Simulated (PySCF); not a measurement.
# HoH2: sextet, from a side-on start

Aim: relax HoH2 as a sextet from a hand-made side-on geometry, check by its vibrations whether the end is a minimum, and collect its spectrum and constants.

The runs use PySCF 2.14.0; PBE0, basis Ho def2-TZVP with ECP28, H def2-TZVP, scalar-relativistic core potentials, no spin–orbit coupling, density fitting.

## 1. The system as given

3 atoms, charge 0, spin multiplicity 6.

Bond lengths: Ho1–H2 2.020 Å, Ho1–H3 2.020 Å, H2–H3 0.840 Å. Angles: H2–Ho1–H3 24.0°, Ho1–H2–H3 78.0°, Ho1–H3–H2 78.0°.

Z-matrix (Å, degrees; charge 0 multiplicity 6):
```
Ho
H  1 2.0196
H  1 2.0196 2 24.01
```

## 2. The SCF at the typed geometry

One driver script runs all steps and calls PySCF; scf.py shows how it sets up the SCF of each step. The optimiser is the driver's own. After this first run the driver tries any further starts and a stability analysis.

scf.py

```python
from pyscf import gto, scf, dft
mol = gto.M(atom='''
Ho     0.000000     0.000000     0.000000
H      0.420000     0.000000     1.975445
H     -0.420000     0.000000     1.975445''',
    basis={'Ho': 'def2-TZVP', 'H': 'def2-TZVP'},
    ecp={'Ho': 'def2-TZVP'},
    charge=0, spin=5)
mf = dft.UKS(mol, xc='PBE0')
mf.grids.atom_grid = (50, 194)
aux = {'Ho': 'def2-universal-JKFIT', 'H': 'def2-universal-JKFIT'}
mf = mf.density_fit(auxbasis=aux)
mf.conv_tol = 1e-08
mf.diis_space = 10
mf.max_cycle = 60
mf.init_guess = 'minao'
mf.verbose = 4
mf.kernel()
```

Launch:

```sh
$ OMP_NUM_THREADS=2 python axn.py task.json out
```

After this run come: Relaxation: side-on start, sextet; Frequencies.

Q: Predict the outcome of this session. Wanted: minimum; geometry; wavenumbers; dipole moment; highest occupied, lowest empty level; polar-tensor charge of Ho1; zero-point energy; ⟨S²⟩.

As calculated:

| quantity | value |
| --- | --- |
| minimum | sextet, C2v |
| geometry | Ho–H 2.245 Å (×2), H–H 0.854 Å; H–Ho–H 21.9°, H–H–Ho 79.0° (×2) |
| wavenumbers (cm⁻¹) | 699, 1148, 2647 |
| dipole moment | 2.15 D |
| highest occupied, lowest empty level (either spin) | -2.97, -1.85 eV |
| polar-tensor charge of Ho1 | +0.29 e |
| zero-point energy | 26.9 kJ/mol |
| entropy at 298.15 K | 246.7 J/(mol K) |
| ⟨S²⟩ | 8.753 |

The molecule stays C2v, as typed, and the end point is a minimum. The strongest infrared band lies at 2647 cm⁻¹. Most of the spin sits on Ho1 (Mulliken spin 4.68, against 5 for the whole molecule). The first SCF alone would have been 123 kJ/mol too high. Other starts or spin states, not run here, may lie lower. The SCF density has lower symmetry than the nuclear frame. Open d and f shells are described by one determinant, and the ground state may have another occupation or spin. Spin–orbit coupling, left out here, can matter for elements this heavy.
